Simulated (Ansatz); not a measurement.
# GaH2F: functionals against CCSD(T) at one geometry

The task here is to estimate one member of a computed series from the others.

Program: Ansatz 0.2.0, Gaussian basis. Level of theory: single points in def2-TZVPP. These are calculated values, not measurements.

Correlated methods freeze the cores. Filled d shells of the heavier atoms are correlated.

## The starting structure

SMILES `[F][GaH2]`, 4 atoms, charge 0, spin multiplicity 1.

Atoms are counted from 1 here; the program's logs count them from 0.

Bond lengths: F1–Ga2 1.851 Å, Ga2–H3 1.622 Å, Ga2–H4 1.642 Å. Angles: F1–Ga2–H3 115.8°, F1–Ga2–H4 116.1°, H3–Ga2–H4 127.9°.

As a file:

```
F    -0.61750   -0.54500    1.53210
Ga    0.04310   -0.03360   -0.11990
H    -0.91800   -0.33910   -1.38980
H     1.47230    0.77500   -0.10700
```

The first run:

File run/in.yaml:

```yaml
crystal:
  periodic: [false, false, false]
  atoms:
    - {symbol: F, position_ang: [-0.617500, -0.545000, 1.532100]}
    - {symbol: Ga, position_ang: [0.043100, -0.033600, -0.119900]}
    - {symbol: H, position_ang: [-0.918000, -0.339100, -1.389800]}
    - {symbol: H, position_ang: [1.472300, 0.775000, -0.107000]}
basis:
  gaussian: {orbitals: def2-TZVPP}
correlation: {method: ccsd_t}
output: {forces: true}
```

The command line of these runs was not kept.

Steps of the session up to this table: CCSD(T)/def2-TZVPP; PBE0-D4/def2-TZVPP; wB97M-V/def2-TZVPP; r2SCAN-D4/def2-TZVPP; PBE-D4/def2-TZVPP; r2SCANh-D4/def2-TZVPP; LC-wPBE/def2-TZVPP.

One of the session's tables, all rows but one given; the rest of the session is left out.

```
    method  RMS force component (eV/Å)  angle to CCSD(T) forces (°)  dipole (D)
   CCSD(T)                       0.784                    reference        2.45
   PBE0-D4                       0.744                          1.3        2.49
   wB97M-V                       0.755                          4.7        2.49
 r2SCAN-D4                       0.762                          1.8        2.39
    PBE-D4                           ?                            ?           ?
r2SCANh-D4                       0.805                          1.0        2.45
   LC-wPBE                       0.828                          4.9        2.51
```

Q: Estimate the row for PBE-D4 from the others.

**Answer.** RMS force component (eV/Å): 0.565; angle to CCSD(T) forces (°): 5.8; dipole (D): 2.31. In the column «RMS force component (eV/Å)» it is the lowest.
